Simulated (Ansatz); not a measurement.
# ScNb: energies, forces and stress near the listed structure

Aim: see how energy, forces, stress and gap of ScNb answer to further strains and shifts, swapped elements, distortions that keep the symmetry, other functionals. Nothing is relaxed unless a step says so.

Computed with Ansatz 0.2.0 (DFT PBE, scalar-relativistic, plane waves, PAW, unless a step's input says otherwise).

**1. The system as given**

The structure is hexagonal, space group P-6m2 (No. 187). Conventional cell: a = 3.066 Å, b = 3.066 Å, c = 5.072 Å, α = 90.00°, β = 90.00°, γ = 120.00°. Sc (site symmetry -6m2) has 6 Sc at 3.07 Å and 6 Nb at 3.09 Å as nearest neighbours. Nb (site symmetry -6m2) is surrounded by 6 Nb at 3.07 Å and 6 Sc at 3.09 Å.

Structure file:

```
Sc Nb
1.0
     3.06564    0.00000    0.00000
    -1.53282    2.65493    0.00000
     0.00000    0.00000    5.07219
Sc Nb
1 1
Direct
  0.00000 0.00000 0.00000
  0.33333 0.66667 0.50000
```

The structure comes from the Materials Project (structure only).

**2. One element swapped, cell strained: Nb → Ta, first probe**

Against the listed cell: Ta takes all sites of Nb, and lengths are scaled by 1.011 as a first guess of the size; strain xx, yy, zz, yz, xz, xy = -2.2, -2.2, -2.2, +0.0, +0.0, +0.0 %.

File input.yaml:

```yaml
crystal:
  lattice:
    - [3.0290597324, 0.0, 0.0]
    - [-1.5145298662, 2.6232426778, 0.0]
    - [0.0, 0.0, 5.0116637124]
  atoms:
    - { symbol: Sc, position: [0.0, 0.0, 0.0] }
    - { symbol: Ta, position: [0.33333333, 0.66666667, 0.5] }
basis:
  ecutwfc: 420
kpoints:
  mp_grid: { grid: [6, 6, 4] }
hamiltonian:
  xc: pbe
scf:
  occupations: { method: gaussian, width: 0.1 }
output:
  forces: true
  stress: true
  eigenvalues: true
```

**3. Substitution of an element, cell strained: Nb → Ta**

input.yaml, as its differences from that of step 2:

```diff
@@ -11,3 +11,3 @@
 kpoints:
-  mp_grid: { grid: [6, 6, 4] }
+  mp_grid: { grid: [15, 15, 8] }
 hamiltonian:
```

**4. A change within a subgroup**

File input.yaml:

```yaml
crystal:
  lattice:
    - [2.9910572339, 0.0, 0.0]
    - [-1.4955286169, 2.5903315487, 0.0]
    - [0.0, 0.0, 5.10095334]
  atoms:
    - { symbol: Sc, position: [0.0, 0.0, 0.0197153342] }
    - { symbol: Nb, position: [0.33333333, 0.66666667, 0.4802846658] }
basis:
  ecutwfc: 420
kpoints:
  mp_grid: { grid: [15, 15, 8] }
hamiltonian:
  xc: pbe
scf:
  occupations: { method: gaussian, width: 0.1 }
output:
  forces: true
  stress: true
  eigenvalues: true
  populations: true
```

**5. A change within the space group**

File input.yaml:

```yaml
crystal:
  lattice:
    - [2.9340362488, 0.0, 0.0]
    - [-1.4670181244, 2.540949927, 0.0]
    - [0.0, 0.0, 5.3109421716]
  atoms:
    - { symbol: Sc, position: [0.0, 0.0, 0.0] }
    - { symbol: Nb, position: [0.33333333, 0.66666667, 0.5] }
basis:
  ecutwfc: 420
kpoints:
  mp_grid: { grid: [15, 15, 8] }
hamiltonian:
  xc: pbe
scf:
  occupations: { method: gaussian, width: 0.1 }
output:
  forces: true
  stress: true
  eigenvalues: true
  populations: true
```

**6. Functional and cell changed: PBEsol**

input.yaml, as its differences from that of step 5:

```diff
@@ -2,5 +2,5 @@
   lattice:
-    - [2.9340362488, 0.0, 0.0]
-    - [-1.4670181244, 2.540949927, 0.0]
-    - [0.0, 0.0, 5.3109421716]
+    - [3.0272318374, 0.0, 0.0]
+    - [-1.5136159187, 2.6216596742, 0.0]
+    - [0.0, 0.0, 5.0086394092]
   atoms:
@@ -13,3 +13,3 @@
 hamiltonian:
-  xc: pbe
+  xc: pbesol
 scf:
```

**Question.** What will these runs give? Wanted: for each run, case; energy; pressure; largest force.

As calculated:

| step | case | energy (meV/atom) | pressure (GPa) | largest force (eV/Å) | gap on the mesh (eV) |
| --- | --- | --- | --- | --- | --- |
| 3 | substitution of an element, cell strained: Nb → Ta | n/a | 3.0 | 0.00 | 0.00 |
| 4 | a change within a subgroup | +0.0 | 6.1 | 0.96 | 0.00 |
| 5 | a change within the space group | -5.1 | 4.2 | 0.00 | 0.00 |
| 6 | functional and cell changed: PBEsol | n/a | -0.3 | 0.00 | 0.00 |

Energies are counted from step 4, with the smearing taken to zero. Other atoms or functionals have another zero of energy (n/a). A gap of 0.00 means none on the mesh at this level.

What this shows: Among the distorted cells of the listed formula and level the largest force, 0.96 eV/Å, comes in step 4, shared by 2 atoms. The distorted cells of the listed formula and level show no gap on the mesh. Spin-orbit coupling is left out for Ta.
